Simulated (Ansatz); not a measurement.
Cr, space group Im-3m, a comparison of magnetic orders

With Ansatz 0.2.0 through its Python package.

The cells in order, each with its output:

In [1]:
```python
import warnings

import ansatz as az
import numpy as np


def count_gap(report):
    # lowest empty less highest filled band, counting bands; zero where they overlap
    return max(report.get("gap_by_band_count_ev") or 0.0, 0.0)
```

In [2]:
```python
CELL = [
    (2.968899, 0.0, 0.0),
    (0.0, 2.968899, 0.0),
    (0.0, 0.0, 2.968899),
]
ATOMS = [
    ("Cr", (0.0, 0.0, 0.0)),
    ("Cr", (0.5, 0.5, 0.5)),
]
```

In [3]:
```python
def with_moments(moments):
    crystal = az.Crystal(lattice=az.Lattice.of(CELL))
    for (symbol, position), moment in zip(ATOMS, moments):
        crystal = crystal.atom(symbol, position, moment=moment or None)
    return crystal

warnings.simplefilter("ignore", az.DeckWarning)
```

In [4]:
```python
orders = {
    "FM": [3, 3],
    "AFM": [3, -3],
}
```

In [5]:
```python
rows = []
for label, moments in orders.items():
    calc = (
        with_moments(moments).calculation()
        .basis(510)
        .kpoints(mesh=(11, 11, 11))
        .occupations("fermi_dirac", width=0.1)
        .scf(tolerance=1e-09)
        .spin("collinear")
        .band_table()
    )
    data = calc.run(threads=1, pin="off").report
    rows.append((label, data["free_energy_ev"], data["magnetization_mub"], data["absolute_magnetization_mub"], max(abs(m) for m in data["site_moments_mub"]), count_gap(data)))
    print(label, "site moments:", [round(m, 2) for m in data["site_moments_mub"]])
```
```text
RunWarning: the starting moments were not kept: 1 of 2 ended reversed and 1 kept their direction, counting a site from 0.1 of the cell's largest site moment. The largest reversed, site 1 (counted from 0, in the order of the report's site_moments_mub), started with +3.0 μB and closes at -1.7e0 μB in its sphere. The net [...]
FM site moments: [1.68, -1.68]
AFM site moments: [1.68, -1.68]
```

In [6]:
```python
plain = (
    with_moments([0] * len(ATOMS)).calculation()
    .basis(510)
    .kpoints(mesh=(11, 11, 11))
    .occupations("fermi_dirac", width=0.1)
    .scf(tolerance=1e-09)
    .band_table()
)
data = plain.run(threads=1, pin="off").report
rows.append(("NM", data["free_energy_ev"], 0.0, 0.0, 0.0, count_gap(data)))
```

In [7]:
```python
lowest = min(row[1] for row in rows)
rows = [(row[0], 1000 * (row[1] - lowest) / 2, *row[2:]) for row in sorted(rows, key=lambda row: row[1])]
print("         order  meV/magnetic atom         net muB    absolute muB  largest site muB  gap by band count eV")
for row in rows:
    print(f"{str(row[0]):>14s}  {row[1]:17.2f}  {row[2]:14.3f}  {row[3]:14.3f}  {row[4]:16.3f}  {row[5]:20.3f}")
print("lowest of these starts:", rows[0][0])
```
```text
         order  meV/magnetic atom         net muB    absolute muB  largest site muB  gap by band count eV
            FM               0.00          -0.000           3.595             1.679                 0.000
           AFM               0.00           0.000           3.595             1.679                 0.000
            NM              72.35           0.000           0.000             0.000                 0.000
lowest of these starts: FM
```

In order of energy: antiferro- or ferrimagnetic (+0.0 meV an atom, largest site moment 1.68 μB), antiferro- or ferrimagnetic (+0.0 meV an atom, largest site moment 1.68 μB) and non-magnetic (+72.3 meV an atom, largest site moment 0.00 μB). These are the states reached from the starts typed.

Notes:
- The SCF didn't keep the moments it started from (some shrank, vanished or turned); what is printed is the state reached.
- A gap by band count of zero or less means overlapping bands, a metal.
- No functional is typed, so the default, PBE, holds.
- Gaps and levels are Kohn-Sham values on a finite set of k-points.
- Warnings are shown shortened and without file and line.
- Each row is the state reached from that start at the given structure, not necessarily the lowest of its order; other orders weren't tried.
- The script silences the warnings on its input, which a real study should read.
- The whole script took 37 s on 1 thread of Arm Neoverse V2 (shared host), peak memory 0.54 GiB.
